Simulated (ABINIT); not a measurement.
Crystal: CsTi.

```
CELL_PARAMETERS angstrom
0.00000 3.70725 3.70725
3.70725 0.00000 3.70725
3.70725 3.70725 0.00000
ATOMIC_POSITIONS crystal
Cs 0.00000 0.00000 0.00000
Ti 0.50000 0.50000 0.50000
```

The cell was built by a generator and needn't be a form met in nature.

The cell isn't the ideal one: cell taken from the last step of an earlier PBE relaxation by this program, which needn't have reached its minimum.

Base run:

| Property | Result |
| --- | --- |
| Program | ABINIT 10.8.3 (patched build) |
| Functional | PBE |
| Potentials or basis | JTH PAW PBE v2.0 |
| Cutoff | 544 eV |
| k mesh | 8 × 8 × 8 |
| Occupations | fermi-dirac, width 0.05 eV |
| Spin | no spin polarisation |

Its results: band gap on the k mesh none (metal or under the smearing width); pressure -0.1 GPa.

Question: The run is repeated on the same cell with these changes: functional from PBE to RPBE. What comes out?

Answer: Band gap on the k mesh none (metal or under the smearing width); pressure 0.7 GPa.

RPBE binds less tightly than PBE, so the same cell stands under more pressure.

Caveats: the PAW data sets were made with another functional, which shifts forces and pressure a little (some runs).
